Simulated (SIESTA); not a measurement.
TiPd2:

```xyz
3
Lattice="-1.6374 1.6374 4.3882 1.6374 -1.6374 4.3882 1.6374 1.6374 -4.3882" Properties=species:S:1:pos:R:3 pbc="T T T"
Pd    0.0000    0.0000    3.0115
Pd    0.0000    0.0000    5.7650
Ti    0.0000    0.0000    0.0000
```

The cell comes from a database or a generator and needn't be the stable form of this composition.

- Program: SIESTA 5.4.2
- Task: single point
- Functional: PBEsol
- Potentials or basis: PseudoDojo 0.4 standard (PBEsol files)
- Basis: DZP (energy shift 0.003 Ry; two zetas on semicore shells)
- Grid cutoff: 800 Ry
- Energy shift: 0.003 Ry
- k mesh: 11 × 11 × 11
- Occupations: fermi-dirac, width 0.05 eV
- Spin: no spin polarisation

On this cell: pressure -8.0 GPa; largest force 0.064 eV/Å; band gap on the k mesh none (metal or under the smearing width).

The same run follows on a disturbed copy (atoms moved at random, drawn with an rms of 0.05 Å):

```
Pd Ti
1.0
    -1.63740    1.63740    4.38823
     1.63740   -1.63740    4.38823
     1.63740    1.63740   -4.38823
Pd Ti
2 1
Direct
  0.36126 0.34277 0.00912
  0.65378 0.66167 0.00824
  0.98904 0.99732 0.99809
```

Problem. What does the disturbed cell give?

Solution. The energy (extrapolated to zero smearing) moves by +13.7 meV/atom; pressure -6.7 GPa; largest force 0.846 eV/Å; band gap on the k mesh none (metal or under the smearing width).

Forces on the atoms (eV/Å):
```
Pd   0.139 -0.253 -0.795
Pd  -0.090  0.018  0.457
Ti  -0.049  0.235  0.339
```

Stress tensor (GPa, compression positive):
```
-7.20 -0.12 -0.01
-0.12 -7.24  0.08
-0.01  0.08 -5.62
```

Caveats: the basis of atomic orbitals isn't converged, which shifts pressures, moduli and gaps.
